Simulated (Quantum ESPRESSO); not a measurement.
# Ge (Fd-3m) in Quantum ESPRESSO: band structure with r2SCAN

Aim: the band structure of Ge with r2SCAN.

Program: Quantum ESPRESSO 7.5. These are calculated values, not measurements. Logs are shortened: lines on timing, memory, paths and dates and some standing lists are left out, and cuts for length are marked.

**Experimental background.**

From “Electronic and optical properties of SixGe1-x-ySny alloys lattice-matched to Ge”, 2021, arxiv:2109.02782, for a bulk crystal of Ge at 300 K: band gap 0.807 eV (direct).

How close the calculation comes is told below.

## 1. The structure

The structure is cubic, space group Fd-3m (No. 227). Conventional cell: a = 5.657 Å, b = 5.657 Å, c = 5.657 Å, α = 90.00°, β = 90.00°, γ = 90.00°. Ge (site symmetry -43m) is surrounded by 4 Ge at 2.45 Å.

## 2. Band structure, r2SCAN

The input, pw.in:

```
&CONTROL
  calculation = 'scf'
  prefix = 'pwscf'
  outdir = './tmp'
  pseudo_dir = './pseudo'
  tprnfor = .true.
  tstress = .true.
  disk_io = 'low'
/
&SYSTEM
  ibrav = 0
  nat = 2
  ntyp = 1
  ecutwfc = 70
  nbnd = 21
  input_dft = 'r2scan'
  occupations = 'smearing'
  smearing = 'fd'
  degauss = 0.00367493
  nosym = .true.
/
&ELECTRONS
  conv_thr = 1d-08
  electron_maxstep = 120
  mixing_beta = 0.5
/
ATOMIC_SPECIES
Ge    72.6300 Ge_ONCV_PBE-1.2.upf
CELL_PARAMETERS angstrom
   0.0000000000    2.8287500000    2.8287500000
   2.8287500000    0.0000000000    2.8287500000
   2.8287500000    2.8287500000    0.0000000000
ATOMIC_POSITIONS crystal
Ge     0.0000000000    0.0000000000    0.0000000000
Ge     0.2500000000    0.2500000000    0.2500000000
K_POINTS automatic
8 8 8 0 0 0
```

The input, bands.in:

```
&CONTROL
  calculation = 'bands'
  prefix = 'pwscf'
  outdir = './tmp'
  pseudo_dir = './pseudo'
  disk_io = 'low'
  verbosity = 'high'
/
&SYSTEM
  ibrav = 0
  nat = 2
  ntyp = 1
  ecutwfc = 70
  nbnd = 21
  input_dft = 'r2scan'
  occupations = 'smearing'
  smearing = 'fd'
  degauss = 0.00367493
  nosym = .true.
/
&ELECTRONS
  conv_thr = 1d-08
  electron_maxstep = 120
  mixing_beta = 0.5
  diago_full_acc = .true.
  startingwfc = 'random'
/
ATOMIC_SPECIES
Ge    72.6300 Ge_ONCV_PBE-1.2.upf
CELL_PARAMETERS angstrom
   0.0000000000    2.8287500000    2.8287500000
   2.8287500000    0.0000000000    2.8287500000
   2.8287500000    2.8287500000    0.0000000000
ATOMIC_POSITIONS crystal
Ge     0.0000000000    0.0000000000    0.0000000000
Ge     0.2500000000    0.2500000000    0.2500000000
K_POINTS crystal
60
 0.0000000000  0.0000000000  0.0000000000 1
 0.0625000000  0.0000000000  0.0625000000 1
 0.1250000000  0.0000000000  0.1250000000 1
 0.1875000000  0.0000000000  0.1875000000 1
 0.2500000000  0.0000000000  0.2500000000 1
 0.3125000000  0.0000000000  0.3125000000 1
 0.3750000000  0.0000000000  0.3750000000 1
 0.4375000000  0.0000000000  0.4375000000 1
 0.5000000000  0.0000000000  0.5000000000 1
 0.5000000000  0.0625000000  0.5625000000 1
 0.5000000000  0.1250000000  0.6250000000 1
 0.5000000000  0.1875000000  0.6875000000 1
 0.5000000000  0.2500000000  0.7500000000 1
 0.4375000000  0.3125000000  0.7500000000 1
 0.3750000000  0.3750000000  0.7500000000 1
 0.3375000000  0.3375000000  0.6750000000 1
 0.3000000000  0.3000000000  0.6000000000 1
 0.2625000000  0.2625000000  0.5250000000 1
 0.2250000000  0.2250000000  0.4500000000 1
 0.1875000000  0.1875000000  0.3750000000 1
 0.1500000000  0.1500000000  0.3000000000 1
 0.1125000000  0.1125000000  0.2250000000 1
 0.0750000000  0.0750000000  0.1500000000 1
 0.0375000000  0.0375000000  0.0750000000 1
 0.0000000000  0.0000000000  0.0000000000 1
 0.0625000000  0.0625000000  0.0625000000 1
 0.1250000000  0.1250000000  0.1250000000 1
 0.1875000000  0.1875000000  0.1875000000 1
 0.2500000000  0.2500000000  0.2500000000 1
 0.3125000000  0.3125000000  0.3125000000 1
 0.3750000000  0.3750000000  0.3750000000 1
 0.4375000000  0.4375000000  0.4375000000 1
 0.5000000000  0.5000000000  0.5000000000 1
 0.5250000000  0.4500000000  0.5250000000 1
 0.5500000000  0.4000000000  0.5500000000 1
 0.5750000000  0.3500000000  0.5750000000 1
 0.6000000000  0.3000000000  0.6000000000 1
 0.6250000000  0.2500000000  0.6250000000 1
 0.5833333333  0.2500000000  0.6666666667 1
 0.5416666667  0.2500000000  0.7083333333 1
 0.5000000000  0.2500000000  0.7500000000 1
 0.5000000000  0.2857142857  0.7142857143 1
 0.5000000000  0.3214285714  0.6785714286 1
 0.5000000000  0.3571428571  0.6428571429 1
 0.5000000000  0.3928571429  0.6071428571 1
 0.5000000000  0.4285714286  0.5714285714 1
 0.5000000000  0.4642857143  0.5357142857 1
 0.5000000000  0.5000000000  0.5000000000 1
 0.4821428571  0.4821428571  0.5357142857 1
 0.4642857143  0.4642857143  0.5714285714 1
 0.4464285714  0.4464285714  0.6071428571 1
 0.4285714286  0.4285714286  0.6428571429 1
 0.4107142857  0.4107142857  0.6785714286 1
 0.3928571429  0.3928571429  0.7142857143 1
 0.3750000000  0.3750000000  0.7500000000 1
 0.6250000000  0.2500000000  0.6250000000 1
 0.5937500000  0.1875000000  0.5937500000 1
 0.5625000000  0.1250000000  0.5625000000 1
 0.5312500000  0.0625000000  0.5312500000 1
 0.5000000000  0.0000000000  0.5000000000 1
```

Potentials or basis: SG15 PBE 1.2.

On the command line:

```console
$ OMP_NUM_THREADS=1 pw.x -in pw.in > pw.out
$ OMP_NUM_THREADS=1 pw.x -in bands.in > bands.out
```

pw.out:

```text
This program is part of the open-source Quantum ESPRESSO suite
     for quantum simulation of materials; please cite
         "P. Giannozzi et al., J. Phys.:Condens. Matter 21 395502 (2009);
         "P. Giannozzi et al., J. Phys.:Condens. Matter 29 465901 (2017);
         "P. Giannozzi et al., J. Chem. Phys. 152 154105 (2020);
     in publications or presentations arising from this work. More details at

     IMPORTANT: XC functional enforced from input :
     Exchange-correlation= R2SCAN
                           (   0   0   0   0   0 497 498)
     Any further DFT definition will be discarded
     Please, verify this is what you really want

     G-vector sticks info
     --------------------
     sticks:   dense  smooth     PW     G-vecs:    dense   smooth      PW
     Sum        1099    1099    337                24045    24045    4015

     Using Slab Decomposition

     bravais-lattice index     =            0
     lattice parameter (alat)  =       7.5598  a.u.
     unit-cell volume          =     305.4994 (a.u.)^3
     number of atoms/cell      =            2
     number of atomic types    =            1
     number of electrons       =        28.00
     number of Kohn-Sham states=           21
     kinetic-energy cutoff     =      70.0000  Ry
     charge density cutoff     =     280.0000  Ry
     scf convergence threshold =      1.0E-08
     mixing beta               =       0.5000
     number of iterations used =            8  plain     mixing
     Exchange-correlation= R2SCAN
                           (   0   0   0   0   0 497 498)

     celldm(1)=   7.559767  celldm(2)=   0.000000  celldm(3)=   0.000000
     celldm(4)=   0.000000  celldm(5)=   0.000000  celldm(6)=   0.000000

     crystal axes: (cart. coord. in units of alat)
               a(1) = (   0.000000   0.707107   0.707107 )
               a(2) = (   0.707107   0.000000   0.707107 )
               a(3) = (   0.707107   0.707107   0.000000 )

     reciprocal axes: (cart. coord. in units 2 pi/alat)
               b(1) = ( -0.707107  0.707107  0.707107 )
               b(2) = (  0.707107 -0.707107  0.707107 )
               b(3) = (  0.707107  0.707107 -0.707107 )

     PseudoPot. # 1 for Ge read from file:
     Ge_ONCV_PBE-1.2.upf
     Pseudo is Norm-conserving, Zval = 14.0
     Generated using ONCVPSP code by D. R. Hamann
     Using radial grid of  602 points,  6 beta functions with:
                l(1) =   0
                l(2) =   0
                l(3) =   1
                l(4) =   1
                l(5) =   2
                l(6) =   2

     atomic species   valence    mass     pseudopotential
     Ge               14.00    72.63000     Ge( 1.00)

     No symmetry found

   Cartesian axes

     site n.     atom                  positions (alat units)
         1        Ge     tau(   1) = (   0.0000000   0.0000000   0.0000000  )
         2        Ge     tau(   2) = (   0.3535534   0.3535534   0.3535534  )

     number of k points=   260  Fermi-Dirac smearing, width (Ry)=  0.0037

     Number of k-points >= 100: set verbosity='high' to print them.

     Dense  grid:    24045 G-vectors     FFT dimensions: (  45,  45,  45)

     WARNING: libxc functional with ID  497 depends
      on external parameters: check the user_guide of
      QE if you need to modify them or to check their
      default values.

     WARNING: libxc functional with ID  498 depends
      on external parameters: check the user_guide of
      QE if you need to modify them or to check their
      default values.

     Initial potential from superposition of free atoms

     starting charge      27.8924, renormalised to      28.0000
     Starting wfcs are random

     Self-consistent Calculation

     iteration #  1     ecut=    70.00 Ry     beta= 0.50
     Davidson diagonalization with overlap
     ethr =  1.00E-02,  avg # of iterations =  9.4

     total energy              =    -281.08160215 Ry
     estimated scf accuracy    <      95.32368815 Ry

     iteration #  2     ecut=    70.00 Ry     beta= 0.50
     Davidson diagonalization with overlap
     ethr =  1.00E-02,  avg # of iterations =  1.0

     total energy              =    -281.34026119 Ry
     estimated scf accuracy    <      28.50337262 Ry

     iteration #  3     ecut=    70.00 Ry     beta= 0.50
     Davidson diagonalization with overlap
     ethr =  1.00E-02,  avg # of iterations =  1.0

     total energy              =    -281.35747181 Ry
     estimated scf accuracy    <       0.17160542 Ry

     iteration #  4     ecut=    70.00 Ry     beta= 0.50
     Davidson diagonalization with overlap
     ethr =  6.13E-04,  avg # of iterations =  1.2

     total energy              =    -281.35888039 Ry
     estimated scf accuracy    <       0.00902630 Ry

     iteration #  5     ecut=    70.00 Ry     beta= 0.50
     Davidson diagonalization with overlap
     ethr =  3.22E-05,  avg # of iterations =  5.1

     total energy              =    -281.35934235 Ry
     estimated scf accuracy    <       0.00048315 Ry

     iteration #  6     ecut=    70.00 Ry     beta= 0.50
     Davidson diagonalization with overlap
     ethr =  1.73E-06,  avg # of iterations =  4.0

     total energy              =    -281.35940352 Ry
     estimated scf accuracy    <       0.00018955 Ry

     iteration #  7     ecut=    70.00 Ry     beta= 0.50
     Davidson diagonalization with overlap
     ethr =  6.77E-07,  avg # of iterations =  1.0

     total energy              =    -281.35940522 Ry
     estimated scf accuracy    <       0.00002363 Ry

     iteration #  8     ecut=    70.00 Ry     beta= 0.50
     Davidson diagonalization with overlap
     ethr =  8.44E-08,  avg # of iterations =  1.1

     total energy              =    -281.35940548 Ry
     estimated scf accuracy    <       0.00000038 Ry

     iteration #  9     ecut=    70.00 Ry     beta= 0.50
     Davidson diagonalization with overlap
     ethr =  1.37E-09,  avg # of iterations =  2.5

     total energy              =    -281.35940554 Ry
     estimated scf accuracy    <       0.00000003 Ry

     iteration # 10     ecut=    70.00 Ry     beta= 0.50
     Davidson diagonalization with overlap
     ethr =  9.48E-11,  avg # of iterations =  2.3

     total energy              =    -281.35940554 Ry
     estimated scf accuracy    <       0.00000002 Ry

     iteration # 11     ecut=    70.00 Ry     beta= 0.50
     Davidson diagonalization with overlap
     ethr =  7.20E-11,  avg # of iterations =  1.0

     End of self-consistent calculation

     Number of k-points >= 100: set verbosity='high' to print the bands.

     the Fermi energy is    10.7595 ev

!    total energy              =    -281.35940554 Ry
     estimated scf accuracy    <          1.4E-10 Ry
     smearing contrib. (-TS)   =      -0.00003687 Ry
     internal energy E=F+TS    =    -281.35936866 Ry

     The total energy is F=E-TS. E is the sum of the following terms:
     one-electron contribution =    -129.93701144 Ry
     hartree contribution      =      79.23324166 Ry
     xc contribution           =     -33.14366963 Ry
     ewald contribution        =    -197.51192926 Ry

     convergence has been achieved in  11 iterations

     Forces acting on atoms (cartesian axes, Ry/au):

     atom    1 type  1   force =    -0.00000004   -0.00000014    0.00000001
     atom    2 type  1   force =     0.00000004    0.00000014   -0.00000001

     Total force =     0.000000     Total SCF correction =     0.000001
     SCF correction compared to forces is large: reduce conv_thr to get better values

     Computing stress (Cartesian axis) and pressure

          total   stress  (Ry/bohr**3)                   (kbar)     P=      -15.26
  -0.00010373  -0.00000000  -0.00000000          -15.26       -0.00       -0.00
  -0.00000000  -0.00010373  -0.00000000           -0.00      -15.26       -0.00
  -0.00000000  -0.00000000  -0.00010373           -0.00       -0.00      -15.26

=------------------------------------------------------------------------------=
   JOB DONE.
=------------------------------------------------------------------------------=
```

Wall time 27 min (1 thread of AMD EPYC 7R43 (Zen 3), shared host); peak memory 0.3 GiB.

What came out:

```yaml
Free_energy: -3828.0897 eV
Pressure: -1.5 GPa
Band_gap_on_the_k_mesh: none (metal or under the smearing width)
```

Levels at the corners of the path, in eV from the Fermi level:
```tsv
point	band 11	band 12	band 13	band 14	band 15	band 16	band 17	band 18
Γ	-13.41	-0.21	-0.03	-0.03	-0.03	2.76	2.76	2.76
X	-9.38	-9.38	-3.24	-3.24	1.01	1.01	9.94	9.94
W	-9.29	-9.29	-4.04	-4.04	4.55	4.55	5.18	5.18
K	-9.88	-8.76	-4.48	-2.78	1.41	4.40	7.55	7.81
Γ	-13.41	-0.21	-0.03	-0.03	-0.03	2.76	2.76	2.76
L	-11.25	-7.97	-1.52	-1.52	0.20	4.10	4.10	7.75
U	-9.88	-8.76	-4.48	-2.78	1.41	4.40	7.55	7.81
W	-9.29	-9.29	-4.04	-4.04	4.55	4.55	5.18	5.18
L	-11.25	-7.97	-1.52	-1.52	0.20	4.10	4.10	7.75
K	-9.88	-8.76	-4.48	-2.78	1.41	4.40	7.55	7.81
U	-9.88	-8.76	-4.48	-2.78	1.41	4.40	7.55	7.81
X	-9.38	-9.38	-3.24	-3.24	1.01	1.01	9.94	9.94
```

Caveat: the potentials were made for another functional, which shifts forces and pressure; this crystal is a semiconductor, whose small gap the functional closes, so the metal is an error of the method.

## 3. Against experiment

Step 2. Measured gap of Ge: 0.807 eV (direct; 300 K; “Electronic and optical properties of SixGe1-x-ySny alloys lattice-matched to Ge”, 2021, arxiv:2109.02782). This calculation gives 0.00 eV (-0.81 eV). 3 values of this kind are on record (0.666 to 0.807 eV); this one was drawn at random among those near their median. Spin-orbit coupling on Ge is left out. The value is that of r2SCAN on a finite k mesh, which can miss the band edges, without temperature or zero-point motion.
